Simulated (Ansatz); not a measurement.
Consider an atomisation energy of C2H6Sn, SMILES C=[CH][SnH3] (Ansatz 0.2.0, Python API).

Contents of `c2h6sn.xyz`:
```text
9

C    -0.79310    0.83930   -1.10910
C     0.12470    0.83240   -0.21100
Sn    0.48630   -0.95610    0.84190
H    -1.37170    0.01860   -1.33440
H    -1.03310    1.79760   -1.67940
H     0.72830    1.73170   -0.00710
H     2.19100   -1.46810    0.55090
H    -0.55310   -2.18580    0.31920
H     0.30920   -0.65590    2.61190
```

Script `tae.py`:
```python
'''Atomisation energy of C2H6Sn at the given geometry.'''

from collections import Counter

import ansatz as az


def energy_of(molecule, charge=0, unpaired=0):
    calc = (
        molecule.calculation()
        .basis(gaussian='def2-SVP')
        .functional('PBE')
    )
    if charge:
        calc = calc.charge(charge)
    if unpaired:
        calc = calc.spin('collinear', total=unpaired)
    return calc.run().report['free_energy_ev']

mol = az.Crystal.molecule_from_extxyz('c2h6sn.xyz')

# unpaired electrons of the ground-state atoms
unpaired = {'C': 2, 'Sn': 2, 'H': 1}
counts = Counter(site.symbol for site in mol.cartesian_sites)
atom_energy = {s: energy_of(az.Crystal.molecule().atom(s, (0, 0, 0)), 0, unpaired[s]) for s in counts}
whole = energy_of(mol, 0, 0)
for s, e in atom_energy.items():
    print(f'{s:2s} x{counts[s]}  {e:14.5f} eV')
print(f'C2H6Sn: {whole:.5f} eV')
split = sum(counts[s] * e for s, e in atom_energy.items()) - whole
print(f'atomisation energy (no zero-point term): {split:.3f} eV, {split / sum(counts.values()):.3f} eV an atom')
```

What does it cost to take this molecule apart into atoms?

30.364 eV from the electronic energies, without the zero-point term.

The run itself:

Output of `python tae.py`:
```text
C  x2     -1027.26350 eV
Sn x1     -5829.87635 eV
H  x6       -13.56840 eV
C2H6Sn: -7996.17746 eV
atomisation energy (no zero-point term): 30.364 eV, 3.374 eV an atom
```

Notes:
- Total energies depend on the basis set; only differences at equal settings carry meaning.
- The geometry is a force-field or estimated start, not a minimum of this method, and the basis set is short of its limit. All parts are taken at fixed geometry, without zero-point energy.
- def2 sets replace the cores of elements past krypton by effective core potentials.
- This functional overbinds, so such energies come out a few per cent too high (LDA far more).
- The spin-orbit lowering of heavy atoms is left out.
- Wall time of the script: 2.7 s on 1 thread of Arm Neoverse V2, with other jobs on the host, peak memory 0.17 GiB.
